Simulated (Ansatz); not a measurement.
# BBrF₃H (built from SMILES F.FB(F)Br): search for a transition state

Is there a first-order saddle for this four-centre ligand exchange, which should form B1–F6, Br2–H5 and break B1–Br2, H5–F6, and which two structures does it connect?

Method: PBE0-D4, def2-SVP first, then def2-TZVP; program: Ansatz 0.2.0, Gaussian basis.

152 further runs of the same task are left out: 152 set aside as unsound or not needed.

**1. Starting geometry**

The guess: 6 atoms, charge 0, spin multiplicity 1.

Atoms are counted from 1 here; the program's logs count them from 0.

Bond lengths: B1–Br2 2.062 Å, B1–F3 1.308 Å, B1–F4 1.308 Å, Br2–H5 1.741 Å, H5–F6 1.149 Å. Angles: Br2–B1–F3 114.8°, Br2–B1–F4 114.8°, F3–B1–F4 120.2°, B1–Br2–H5 61.4°, Br2–H5–F6 125.4°.

Coordinates:

```xyz
6
charge 0, multiplicity 1
B    -0.5304   -0.1351   -0.1335
Br    0.4190    0.1596    1.6734
F    -0.8127   -1.3819   -0.4086
F    -1.3545    0.8182   -0.4829
H     1.3437    0.3379    0.2085
F     0.9349    0.2013   -0.8569
```

Distances that are to change: B1–F6 1.67 Å, Br2–H5 1.74 Å, B1–Br2 2.06 Å, H5–F6 1.15 Å.

**2. Relaxing the guess with the reacting distances held**

Contents of hold/in.yaml:

```yaml
crystal:
  periodic: [false, false, false]
  atoms:
    - {symbol: B, position_ang: [-0.530400, -0.135100, -0.133500]}
    - {symbol: Br, position_ang: [0.419000, 0.159600, 1.673400]}
    - {symbol: F, position_ang: [-0.812700, -1.381900, -0.408600]}
    - {symbol: F, position_ang: [-1.354500, 0.818200, -0.482900]}
    - {symbol: H, position_ang: [1.343700, 0.337900, 0.208500]}
    - {symbol: F, position_ang: [0.934900, 0.201300, -0.856900]}
basis:
  gaussian: {orbitals: def2-SVP}
hamiltonian: {xc: pbe0, dispersion: d4}
relax: {f_tol: 0.04, max_steps: 150, escape_saddle: false, constraints: [{distance: [0, 5]}, {distance: [1, 4]}, {distance: [0, 1]}, {distance: [4, 5]}]}
```

Command:

```bash
$ ansatz run in.yaml --threads 4 --pin off --events-out ev --progress --plain --max-ram 9574MiB
```

The program printed, shortened:

```text
Functional definition: PBE0
  name "PBE0"
  cite "Adamo & Barone, J. Chem. Phys. 110, 6158 (1999) doi:10.1063/1.478522"
  cite "Perdew, Burke & Ernzerhof, Phys. Rev. Lett. 77, 3865 (1996) doi:10.1103/PhysRevLett.77.3865"
  parent pbe
[...]
973 factors; integrals over basis functions are off by at most 4.2e-4 eV
[...]
mean field -78861.23699022 eV, -2898.0970053244 hartree, gradient 3.8e-5 eV, S^2 0.000000; 0 other end points of the search recorded, 0 dependent functions left out
[...]
reference -78861.23701023 eV, -2898.0970060595 hartree; 34, 34 occupied and 59, 59 virtual orbitals, 973 factors
relax step   1: F+E_penalty+E_count = -78861.33195553 eV  Δ(F+E_penalty+E_count) = +0.000e0 eV  max|allowed force component| = 5.633e-1 eV/Å  Δτ_max = 0.0000 Å  (25 SCF iters, accepted)
[...]
relax step   3: F+E_penalty+E_count = -78861.36422622 eV  Δ(F+E_penalty+E_count) = -2.433e-3 eV  max|allowed force component| = 5.002e-2 eV/Å  Δτ_max = 0.0081 Å  (30 SCF iters, accepted)
[...]
relax step   4: F+E_penalty+E_count = -78861.36436386 eV  Δ(F+E_penalty+E_count) = -1.376e-4 eV  max|allowed force component| = 1.364e-2 eV/Å  Δτ_max = 0.0019 Å  (23 SCF iters, accepted)
  distance B 0 - F 5 held at 1.668405 Å   reaction = +5.7670e-1 eV/Å
  distance Br 1 - H 4 held at 1.741492 Å   reaction = -2.9487e-1 eV/Å
  distance B 0 - Br 1 held at 2.062304 Å   reaction = -4.6757e-1 eV/Å
  distance H 4 - F 5 held at 1.149284 Å   reaction = +1.2139e0 eV/Å
973 factors; integrals over basis functions are off by at most 4.4e-4 eV
mean field -78861.26946433 eV, -2898.0981987258 hartree, gradient 2.0e-5 eV, S^2 0.000000; 1 other end points of the search recorded, 0 dependent functions left out
[...]
reference -78861.26948431 eV, -2898.0981994602 hartree; 34, 34 occupied and 59, 59 virtual orbitals, 973 factors
Total energy: -78861.36438385 eV, -2898.1016869537 hartree
Atom 0 at    -0.505019    -0.129052    -0.139166 Å, force     0.286009     0.047568    -0.678635 eV/Å
Atom 1 at     0.404624     0.156638     1.689502 Å, force     0.048500     0.034219     0.660255 eV/Å
Atom 2 at    -0.796404    -1.389857    -0.393828 Å, force     0.013637    -0.001789     0.006445 eV/Å
Atom 3 at    -1.343932     0.833715    -0.468852 Å, force     0.011168     0.008286     0.006112 eV/Å
Atom 4 at     1.292713     0.325099     0.200975 Å, force    -0.213832    -0.100057    -1.404776 eV/Å
Atom 5 at     0.948018     0.203456    -0.888631 Å, force    -0.145482     0.011773     1.410599 eV/Å
Dipole moment:     0.294782     0.079525     0.205654 e Å
```

Wall time 6.5 s (4 threads of Arm Neoverse V1, shared host).

The steps of the relaxation:

```tsv
step	energy from step 1 (eV)	largest force component (eV/Å)
1	0.0000	0.5633
2	-0.0298	0.2092
3	-0.0323	0.0500
4	-0.0324	0.0136
```

Close pairs (by a distance rule), those that changed most:

```tsv
bond	before (Å)	after (Å)	change (Å)
B1–F3	1.308	1.319	+0.011
B1–F4	1.308	1.319	+0.011
Br2–H5	1.741	1.741	+0.000
H5–F6	1.149	1.149	+0.000
B1–Br2	2.062	2.062	+0.000
```

**3. Force constants to start from**

Contents of hessian/in.yaml:

```yaml
crystal:
  periodic: [false, false, false]
  atoms:
    - {symbol: B, position_ang: [-0.505019, -0.129052, -0.139166]}
    - {symbol: Br, position_ang: [0.404624, 0.156638, 1.689502]}
    - {symbol: F, position_ang: [-0.796404, -1.389857, -0.393828]}
    - {symbol: F, position_ang: [-1.343932, 0.833715, -0.468852]}
    - {symbol: H, position_ang: [1.292713, 0.325099, 0.200975]}
    - {symbol: F, position_ang: [0.948018, 0.203456, -0.888631]}
basis:
  gaussian: {orbitals: def2-SVP}
hamiltonian: {xc: pbe0, dispersion: d4}
phonons: {}
scf: {lower_state_search: off}
```

Command:

```bash
$ ansatz run in.yaml --threads 4 --pin off --events-out ev --progress --plain --max-ram 9574MiB
```

The program printed, shortened:

```text
Functional definition: PBE0
  name "PBE0"
  cite "Adamo & Barone, J. Chem. Phys. 110, 6158 (1999) doi:10.1063/1.478522"
  cite "Perdew, Burke & Ernzerhof, Phys. Rev. Lett. 77, 3865 (1996) doi:10.1103/PhysRevLett.77.3865"
  parent pbe
[...]
975 factors; integrals over basis functions are off by at most 3.8e-4 eV
[...]
mean field -78861.26947088 eV, -2898.0981989667 hartree, gradient 2.8e-6 eV, S^2 0.000000; 0 other end points of the search recorded, 0 dependent functions left out
[...]
reference -78861.26949088 eV, -2898.0981997016 hartree; 34, 34 occupied and 59, 59 virtual orbitals, 975 factors
[... from here to the last solve, the lines of the solves are left out (21 solves) ...]
975 factors; integrals over basis functions are off by at most 3.8e-4 eV
mean field -78861.27192610 eV, -2898.0982891940 hartree, gradient 9.4e-7 eV, S^2 0.000000; 0 other end points of the search recorded, 0 dependent functions left out
[...]
WARN: phonons: modes at or below zero, which the zero-point energy, F, S and C_V leave out: 1, the lowest at -799.23 cm⁻¹. A minimum has none, and a first-order saddle one
Total energy: -78861.36439041 eV, -2898.1016871950 hartree
Atom 0 at    -0.505019    -0.129052    -0.139166 Å, force     0.285923     0.047505    -0.678712 eV/Å
Atom 1 at     0.404624     0.156638     1.689502 Å, force     0.048461     0.034207     0.660175 eV/Å
Atom 2 at    -0.796404    -1.389857    -0.393828 Å, force     0.013662    -0.001776     0.006509 eV/Å
Atom 3 at    -1.343932     0.833715    -0.468852 Å, force     0.011176     0.008320     0.006168 eV/Å
Atom 4 at     1.292713     0.325099     0.200975 Å, force    -0.213768    -0.100035    -1.404759 eV/Å
Atom 5 at     0.948018     0.203456    -0.888631 Å, force    -0.145454     0.011778     1.410620 eV/Å
Dipole moment:     0.294782     0.079526     0.205654 e Å
Vibrations: -799.23 221.20 290.90 347.90 350.41 461.03 595.09 841.35 1027.61 1121.04 1465.46 1608.37 cm⁻¹, zero-point energy 0.516417 eV
Checks for a lower state left out: stability, starts, cluster_reference, orbital_swaps, neighbouring_geometries, increment
```

Run time: 19 s. Hardware: 4 threads of Arm Neoverse V1, shared host.

The structure is not stationary yet, so these wavenumbers are no spectrum; the search needs only the force constants.

**4. Saddle search in the small basis**

A small driver takes partitioned rational-function steps: uphill along one mode, downhill along the rest. It calls the program once a step for energy and forces and updates the Hessian by Bofill's formula. It stops when the largest force is under 0.04 eV/Å and the followed curvature is negative. The first step's input:

Contents of presaddle/in.yaml:

```yaml
crystal:
  periodic: [false, false, false]
  atoms:
    - {symbol: B, position_ang: [-0.505019, -0.129052, -0.139166]}
    - {symbol: Br, position_ang: [0.404624, 0.156638, 1.689502]}
    - {symbol: F, position_ang: [-0.796404, -1.389857, -0.393828]}
    - {symbol: F, position_ang: [-1.343932, 0.833715, -0.468852]}
    - {symbol: H, position_ang: [1.292713, 0.325099, 0.200975]}
    - {symbol: F, position_ang: [0.948018, 0.203456, -0.888631]}
basis:
  gaussian: {orbitals: def2-SVP}
hamiltonian: {xc: pbe0, dispersion: d4}
output: {forces: true}
scf: {lower_state_search: off}
```

Command:

```bash
$ ansatz run in.yaml --threads 4 --pin off --events-out ev --progress --plain --max-ram 9574MiB
```

The driver's record:

```tsv
step	energy (eV)	largest force (eV/Å)	followed curvature (eV/Å²)
1	-78861.36436	1.4106	-8.52
2	-78861.41436	0.7547	-7.75
3	-78861.42852	0.1885	-10.56
4	-78861.42886	0.0406	-8.25
5	-78861.42892	0.0034	-7.85
```

The 5 steps took 4.2 s in all (4 threads of Arm Neoverse V1, shared host).

**5. Saddle search in triple zeta**

The search itself is an outer loop (partitioned rational-function steps, Bofill update of the Hessian). Each step is one single-point run with forces. It stops when the largest force is under 0.01 eV/Å and the followed curvature is negative. The first step's input:

Contents of saddle/in.yaml:

```yaml
crystal:
  periodic: [false, false, false]
  atoms:
    - {symbol: B, position_ang: [-0.475086, -0.124414, -0.220180]}
    - {symbol: Br, position_ang: [0.463660, 0.172765, 1.736615]}
    - {symbol: F, position_ang: [-0.789762, -1.390654, -0.404167]}
    - {symbol: F, position_ang: [-1.338259, 0.836843, -0.479323]}
    - {symbol: H, position_ang: [1.255378, 0.316743, 0.225839]}
    - {symbol: F, position_ang: [0.884070, 0.188716, -0.858783]}
basis:
  gaussian: {orbitals: def2-TZVP}
hamiltonian: {xc: pbe0, dispersion: d4}
output: {forces: true}
scf: {lower_state_search: off}
```

Command:

```bash
$ ansatz run in.yaml --threads 4 --pin off --events-out ev --progress --plain --max-ram 9574MiB
```

Step by step:

```tsv
step	energy (eV)	largest force (eV/Å)	followed curvature (eV/Å²)
1	-78880.58674	0.1317	-7.85
2	-78880.58814	0.0248	-7.79
3	-78880.58816	0.0016	-6.93
```

The 3 steps took 5.7 s in all (4 threads of Arm Neoverse V1, shared host).

Geometry at the end of the search:

```tsv
atom	x (Å)	y (Å)	z (Å)
B1	-0.47593	-0.12473	-0.22332
Br2	0.46827	0.17429	1.74825
F3	-0.78968	-1.39033	-0.40651
F4	-1.33800	0.83645	-0.48164
H5	1.25011	0.31521	0.21880
F6	0.88524	0.18911	-0.85559
```

Followed mode, largest move set to 1: H5 (-0.15, 0.00, 0.99); B1 (0.26, 0.04, -0.69); F6 (-0.46, -0.12, -0.26); Br2 (0.51, 0.12, -0.07).

**6. Checking the order of the point**

Contents of vib/in.yaml:

```yaml
crystal:
  periodic: [false, false, false]
  atoms:
    - {symbol: B, position_ang: [-0.475934, -0.124728, -0.223316]}
    - {symbol: Br, position_ang: [0.468266, 0.174293, 1.748247]}
    - {symbol: F, position_ang: [-0.789680, -1.390334, -0.406507]}
    - {symbol: F, position_ang: [-1.338002, 0.836449, -0.481639]}
    - {symbol: H, position_ang: [1.250106, 0.315207, 0.218804]}
    - {symbol: F, position_ang: [0.885243, 0.189113, -0.855589]}
basis:
  gaussian: {orbitals: def2-TZVP}
hamiltonian: {xc: pbe0, dispersion: d4}
phonons: {temperatures: {t_min: 298.15, t_max: 900, t_step: 200}}
```

Command:

```bash
$ ansatz run in.yaml --threads 4 --pin off --events-out ev --progress --plain --max-ram 9574MiB
```

The program printed, shortened:

```text
Functional definition: PBE0
  name "PBE0"
  cite "Adamo & Barone, J. Chem. Phys. 110, 6158 (1999) doi:10.1063/1.478522"
  cite "Perdew, Burke & Ernzerhof, Phys. Rev. Lett. 77, 3865 (1996) doi:10.1103/PhysRevLett.77.3865"
  parent pbe
[...]
1094 factors; their error is unknown
[...]
mean field -78880.49378230 eV, -2898.8046793807 hartree, gradient 2.0e-5 eV, S^2 0.000000; 0 other end points of the search recorded, 0 dependent functions left out
[...]
reference -78880.49380767 eV, -2898.8046803128 hartree; 34, 34 occupied and 144, 144 virtual orbitals, 1094 factors
[... from here to the last solve, the lines of the solves are left out (21 solves) ...]
1094 factors; their error is unknown
mean field -78880.49373873 eV, -2898.8046777795 hartree, gradient 1.5e-6 eV, S^2 0.000000; 0 other end points of the search recorded, 0 dependent functions left out
[...]
reference -78880.49376410 eV, -2898.8046787117 hartree; 34, 34 occupied and 144, 144 virtual orbitals, 1094 factors
WARN: phonons: modes at or below zero, which the zero-point energy, F, S and C_V leave out: 1, the lowest at -816.10 cm⁻¹. A minimum has none, and a first-order saddle one
Total energy: -78880.58815739 eV, -2898.8081476009 hartree
Atom 0 at    -0.475934    -0.124728    -0.223316 Å, force    -0.000531    -0.000184    -0.001568 eV/Å
Atom 1 at     0.468266     0.174293     1.748247 Å, force    -0.000455    -0.000080     0.000946 eV/Å
Atom 2 at    -0.789680    -1.390334    -0.406507 Å, force     0.000516     0.001317     0.000439 eV/Å
Atom 3 at    -1.338002     0.836449    -0.481639 Å, force     0.001061    -0.000896     0.000513 eV/Å
Atom 4 at     1.250106     0.315207     0.218804 Å, force     0.000958     0.000261     0.000751 eV/Å
Atom 5 at     0.885243     0.189113    -0.855589 Å, force    -0.001549    -0.000418    -0.001081 eV/Å
Dipole moment:     0.280970     0.070330     0.033920 e Å
Vibrations: -816.10 200.95 247.06 370.83 371.46 459.73 605.50 717.66 1025.06 1117.48 1454.58 1598.71 cm⁻¹, zero-point energy 0.506416 eV
```

Wall time 41 s (4 threads of Arm Neoverse V1, shared host).

The modes, with what each moves most:

```tsv
mode	wavenumber (cm⁻¹)	character
1	816i	changes Br2–H5, H5–F6
2	201	bend with torsion
3	247	B–Br stretch with bend
4	371	bend with Br–H stretch
5	371	torsion with bend
6	460	bend with torsion
7	606	bend with B–F stretch
8	718	torsion
9	1025	bend with B–F stretch
10	1117	B–F stretch
11	1455	B–F stretch
12	1599	bend with F–H stretch
```

Vibrational sums (real modes only):

```tsv
T (K)	entropy (J/mol/K)	heat capacity (J/mol/K)
298	32.1	44.3
498	59.6	62.7
698	82.6	73.1
898	101.9	79.1
```

**7. Relaxing after a step of 0.30 Å one way along the mode**

Contents of downa/in.yaml:

```yaml
crystal:
  periodic: [false, false, false]
  atoms:
    - {symbol: B, position_ang: [-0.398575, -0.112643, -0.429850]}
    - {symbol: Br, position_ang: [0.621696, 0.211373, 1.727371]}
    - {symbol: F, position_ang: [-0.812666, -1.397809, -0.401830]}
    - {symbol: F, position_ang: [-1.361917, 0.832688, -0.477087]}
    - {symbol: H, position_ang: [1.204414, 0.313946, 0.515301]}
    - {symbol: F, position_ang: [0.747048, 0.152445, -0.933905]}
basis:
  gaussian: {orbitals: def2-TZVP}
hamiltonian: {xc: pbe0, dispersion: d4}
relax: {f_tol: 0.005, max_steps: 200}
```

Command:

```bash
$ ansatz run in.yaml --threads 4 --pin off --events-out ev --progress --plain --max-ram 9574MiB
```

The program printed, shortened:

```text
Functional definition: PBE0
  name "PBE0"
  cite "Adamo & Barone, J. Chem. Phys. 110, 6158 (1999) doi:10.1063/1.478522"
  cite "Perdew, Burke & Ernzerhof, Phys. Rev. Lett. 77, 3865 (1996) doi:10.1103/PhysRevLett.77.3865"
  parent pbe
[...]
1094 factors; their error is unknown
[...]
mean field -78880.60799724 eV, -2898.8088767022 hartree, gradient 1.6e-5 eV, S^2 0.000000; 0 other end points of the search recorded, 0 dependent functions left out
[...]
reference -78880.60802375 eV, -2898.8088776765 hartree; 34, 34 occupied and 144, 144 virtual orbitals, 1094 factors
relax step   1: F+E_penalty+E_count = -78880.70187227 eV  Δ(F+E_penalty+E_count) = +0.000e0 eV  max|allowed force component| = 4.974e0 eV/Å  Δτ_max = 0.0000 Å  (26 SCF iters, accepted)
[...]
1094 factors; their error is unknown
[...]
mean field -78881.73133664 eV, -2898.8501586635 hartree, gradient 1.1e-5 eV, S^2 0.000000; 1 other end points of the search recorded, 0 dependent functions left out
[...]
reference -78881.73136523 eV, -2898.8501597143 hartree; 34, 34 occupied and 144, 144 virtual orbitals, 1094 factors
Total energy: -78881.81631393 eV, -2898.8532815214 hartree
Atom 0 at    -0.685764    -0.196669    -0.824183 Å, force    -0.002150    -0.000488     0.001230 eV/Å
Atom 1 at     0.787799     0.263069     2.047527 Å, force     0.000114     0.000025    -0.000098 eV/Å
Atom 2 at    -1.004777    -1.436854    -0.540345 Å, force     0.000280     0.000318    -0.000254 eV/Å
Atom 3 at    -1.548016     0.769284    -0.614778 Å, force     0.000399    -0.000167    -0.000238 eV/Å
Atom 4 at     1.977781     0.531450     1.317341 Å, force    -0.000016     0.000003     0.000191 eV/Å
Atom 5 at     0.472977     0.069719    -1.385562 Å, force     0.001372     0.000310    -0.000832 eV/Å
Dipole moment:     0.213314     0.052517    -0.000257 e Å
```

Run time: 50 s. Hardware: 4 threads of Arm Neoverse V1, shared host.

The steps of the relaxation: (the energy doesn't fall at every step)

```tsv
step	energy from step 1 (eV)	largest force component (eV/Å)
1	0.0000	4.9740
2	-0.6311	2.4016
3	-0.9221	0.8182
4	-0.9853	1.5443
5	-1.0619	1.2276
6	-1.0678	1.1920
7	-1.0898	0.1682
8	-1.0923	0.1221
9	-1.0948	0.3970
10	-1.1020	0.1770
11	-1.0934	0.7175
12	-1.1085	0.1540
13	-1.1086	0.3213
14	-1.1124	0.2018
15	-1.1133	0.1340
16	-1.1141	0.0961
17	-1.1143	0.0420
18	-1.1144	0.0146
19	-1.1144	0.0183
20	-1.1144	0.0022
```

Close pairs (by a distance rule), those that changed most:

```tsv
bond	before (Å)	after (Å)	change (Å)
Br2–H5	1.349	1.422	+0.073
B1–F4	1.351	1.312	-0.039
B1–F3	1.351	1.312	-0.039
B1–F6	1.279	1.315	+0.035
```

**8. Relaxing after a step of 0.30 Å the other way along the mode**

Contents of downb/in.yaml:

```yaml
crystal:
  periodic: [false, false, false]
  atoms:
    - {symbol: B, position_ang: [-0.553293, -0.136814, -0.016781]}
    - {symbol: Br, position_ang: [0.314836, 0.137212, 1.769124]}
    - {symbol: F, position_ang: [-0.766693, -1.382859, -0.411184]}
    - {symbol: F, position_ang: [-1.314086, 0.840211, -0.486191]}
    - {symbol: H, position_ang: [1.295798, 0.316468, -0.077693]}
    - {symbol: F, position_ang: [1.023438, 0.225782, -0.777274]}
basis:
  gaussian: {orbitals: def2-TZVP}
hamiltonian: {xc: pbe0, dispersion: d4}
relax: {f_tol: 0.005, max_steps: 200}
```

Command:

```bash
$ ansatz run in.yaml --threads 4 --pin off --events-out ev --progress --plain --max-ram 9574MiB
```

The program printed, shortened:

```text
Functional definition: PBE0
  name "PBE0"
  cite "Adamo & Barone, J. Chem. Phys. 110, 6158 (1999) doi:10.1063/1.478522"
  cite "Perdew, Burke & Ernzerhof, Phys. Rev. Lett. 77, 3865 (1996) doi:10.1103/PhysRevLett.77.3865"
  parent pbe
[...]
1094 factors; their error is unknown
[...]
mean field -78879.12802748 eV, -2898.7544888165 hartree, gradient 1.6e-5 eV, S^2 0.000000; 0 other end points of the search recorded, 0 dependent functions left out
[...]
reference -78879.12805200 eV, -2898.7544897179 hartree; 34, 34 occupied and 144, 144 virtual orbitals, 1094 factors
relax step   1: F+E_penalty+E_count = -78879.22213916 eV  Δ(F+E_penalty+E_count) = +0.000e0 eV  max|allowed force component| = 1.904e1 eV/Å  Δτ_max = 0.0000 Å  (28 SCF iters, accepted)
[...]
1094 factors; their error is unknown
[...]
mean field -78880.98054646 eV, -2898.8225676335 hartree, gradient 1.7e-5 eV, S^2 0.000000; 1 other end points of the search recorded, 0 dependent functions left out
[...]
reference -78880.98057151 eV, -2898.8225685540 hartree; 34, 34 occupied and 144, 144 virtual orbitals, 1094 factors
Total energy: -78881.07354230 eV, -2898.8259851676 hartree
Atom 0 at    -0.857287    -0.204714     0.189213 Å, force    -0.000216    -0.000065    -0.000373 eV/Å
Atom 1 at    -0.048335     0.052622     1.912388 Å, force     0.000194     0.000059     0.000342 eV/Å
Atom 2 at    -0.910150    -1.403010    -0.328816 Å, force    -0.000070     0.000274     0.000034 eV/Å
Atom 3 at    -1.451808     0.796709    -0.403034 Å, force     0.000065    -0.000273     0.000053 eV/Å
Atom 4 at     1.915209     0.460534    -0.328038 Å, force     0.000050     0.000025     0.000384 eV/Å
Atom 5 at     1.352370     0.297860    -1.041712 Å, force    -0.000023    -0.000020    -0.000441 eV/Å
Dipole moment:     0.287688     0.078868     0.237914 e Å
```

It took 39 s on 4 threads of Arm Neoverse V1, shared host.

Relaxation path:

```tsv
step	energy from step 1 (eV)	largest force component (eV/Å)
1	0.0000	19.0355
2	-1.6128	1.0629
3	-1.6721	0.6689
4	-1.7007	0.4974
5	-1.7810	0.5581
6	-1.8370	0.7248
7	-1.8467	0.4049
8	-1.8493	0.1953
9	-1.8507	0.0809
10	-1.8512	0.0424
11	-1.8507	0.1300
12	-1.8508	0.0823
13	-1.8514	0.0137
14	-1.8514	0.0058
15	-1.8514	0.0004
```

Close pairs (by a distance rule), those that changed most:

```tsv
bond	before (Å)	after (Å)	change (Å)
H5–F6	0.756	0.923	+0.167
B1–Br2	2.005	1.921	-0.084
B1–F4	1.324	1.307	-0.018
B1–F3	1.324	1.307	-0.018
```

**9. The three structures**

```tsv
pair	start side (Å)	saddle (Å)	end side (Å)
B1–F6	2.579	1.533	1.315
Br2–H5	3.007	1.723	1.422
B1–Br2	1.921	2.206	3.260
H5–F6	0.923	1.142	3.128
```

**10. Results**

```
                       quantity                                                     value
                 imaginary mode                                                 816i cm⁻¹
    barrier from the start side                                               46.8 kJ/mol
      barrier from the end side                                              118.5 kJ/mol
             energy of the step                                              -71.7 kJ/mol
              pairs that change  B1–F6 formed, Br2–H5 formed, B1–Br2 broken, H5–F6 broken
zero-point energy at the saddle                                                  0.506 eV
```

What this shows: The point has a single imaginary mode (816i cm⁻¹), as a transition state must. Going downhill both ways gives the intended start and end. At PBE0-D4/def2-TZVP the electronic barrier is 46.8 kJ/mol, about 19 kT at 298 K, and the step runs 71.7 kJ/mol downhill. A step off the saddle overshot and began above it in energy, so the link to its end is likely but not proven.
